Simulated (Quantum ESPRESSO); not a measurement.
## AgRh under changes of volume

One of the cells (16.064 Å³/atom); the others are scaled copies at fixed shape and fractional positions:

```
Ag Rh
1.0
     2.77759    0.00000    0.00000
    -1.38879    2.40546    0.00000
     0.00000    0.00000    4.80860
Ag Rh
1 1
Direct
  0.00000 0.00000 0.50000
  0.66667 0.33333 0.00000
```

The cell comes from a database or a generator and needn't be the stable form of this composition.

* Program: Quantum ESPRESSO 7.5
* Functional: PBE
* Potentials or basis: SSSP 1.3 efficiency PBE
* Cutoff: 816 eV
* Density cutoff: 3265 eV
* k mesh: 11 × 11 × 6
* Occupations: fermi-dirac, width 0.05 eV
* Spin: no spin polarisation

```csv
volume (Å³/atom),energy over the lowest point (meV/atom),pressure (GPa)
15.100,16.93,7.9
15.421,4.67,3.9
15.743,0.00,0.4
16.064,2.00,-2.7
16.385,9.82,-5.4
16.707,22.76,-7.8
17.028,?,?
```

Task: What does the run at 17.028 Å³/atom give?

Result: Energy over the lowest point 40.16 meV/atom; pressure -9.9 GPa.

Worked out: A Birch-Murnaghan fit of order 3 (a polynomial in V^(-2/3)) to the other rows has its minimum at 15.80 Å³/atom with B0 = V·E''(V) = 159 GPa and B' = 5.6 at fixed shape and positions, which overstates the stiffness. It gives 40.11 meV/atom at 17.028 Å³/atom, against the run's 40.16, and -dE/dV = -9.7 GPa, against -9.9.

Energies are extrapolated to zero smearing.
